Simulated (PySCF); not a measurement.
# [Tb(PH3)]3+: other functionals and bases at one geometry

An exercise on one series of results from a longer session: the logs are not shown, and one member is left open.

Computed with PySCF 2.14.0. Level: several levels, as the steps say, no spin–orbit coupling.

1 further run of the same task is left out (for a known fault of the program).

### Where the work starts

5 atoms, charge 3, spin multiplicity 1.

Bond lengths: Tb1–P2 2.912 Å, P2–H3 1.428 Å, P2–H4 1.428 Å, P2–H5 1.428 Å. Angles: Tb1–P2–H3 111.4°, Tb1–P2–H4 111.4°, Tb1–P2–H5 111.4°, H3–P2–H4 107.5°, H3–P2–H5 107.5°, H4–P2–H5 107.5°.

Coordinates:

```xyz
5
H3PTb
Tb    0.0000    0.0000   -0.3990
P     0.0000    0.0000    2.5134
H     1.3295    0.0000    3.0339
H    -0.6647    1.1514    3.0339
H    -0.6647   -1.1514    3.0339
```

Formal oxidation states: Tb +3. Each metal's 8 4f electrons lie in its core potential, so multiplicities, spins and levels count the valence alone. An earlier session relaxed this geometry at PBE0, Tb lcecp-1-SVP with ECP54, P def2-SVP, H def2-SVP (singlet, point group C3v).

At PBE0 on the finer grid: E = -378.056161 Eh, HOMO -24.25 eV, LUMO -19.60 eV, Mulliken charge on Tb1 +2.30 e, largest force component 0.024 eV/Å. 

Levels to run: BP86; wB97X; PBE0, TZVP. Hardware: 2 threads of Arm Neoverse V1, shared host.

Set-up of the first run:

The input, run.py (the lines that set the calculation):

```python
mol = gto.M(atom='''
Tb     0.00000     0.00000    -0.39899
P      0.00000     0.00000     2.51336
H      1.32947    -0.00001     3.03392
H     -0.66473     1.15135     3.03392
H     -0.66474    -1.15135     3.03392''',
    basis={'Tb': 'lcecp-1-SVP', 'P': 'def2-SVP', 'H': 'def2-SVP'},
    ecp={'Tb': 'lcecp-1-SVP'},
    charge=3, spin=0)
mf = dft.RKS(mol, xc='B88,P86')
mf.grids.atom_grid = (75, 302)  # f atoms: unpruned, at least (60, 302)
mf = mf.density_fit()  # fitting sets: Tb AutoAux, P def2-universal-JKFIT, H def2-universal-JKFIT
mf.conv_tol = 1e-08; mf.max_cycle = 55
mf.kernel(dm0)  # dm0: the density of the relaxed state
```

On the command line:

```
$ OMP_NUM_THREADS=2 python run.py
```

Among the steps run: BP86; wB97X; PBE0, TZVP.

One of the session's tables, all rows but one given; the rest of the session is left out.

```
              level  HOMO (eV)  gap (eV)  charge on Tb1 (e)  dipole (D)  largest force component (eV/Å)
PBE0 (relaxed here)     -24.25      4.65               2.30        2.92                            0.02
               BP86     -23.37      2.79               2.25        3.44                            0.25
              wB97X          ?         ?                  ?           ?                               ?
         PBE0, TZVP     -24.14      4.60               2.35        3.06                            0.17
```

Q: Estimate the row for wB97X from the others.

The run gave: HOMO (eV): -26.32; gap (eV): 9.19; charge on Tb1 (e): 2.34; dipole (D): 2.21; largest force component (eV/Å): 0.14. In the column «HOMO (eV)» it is the lowest.

The dipole of a charged species depends on the origin, so these sizes hold for this origin alone.

In one basis the HOMO–LUMO gap runs from 2.79 eV (BP86) to 9.19 eV (wB97X). The largest leftover force, 0.25 eV/Å with BP86, stands at a geometry relaxed at another level. With 4f in the core, its levels are missing from HOMO and gap, and its count is fixed, so no charge can pass from the ligands into it. Total energies of different levels can't be compared.
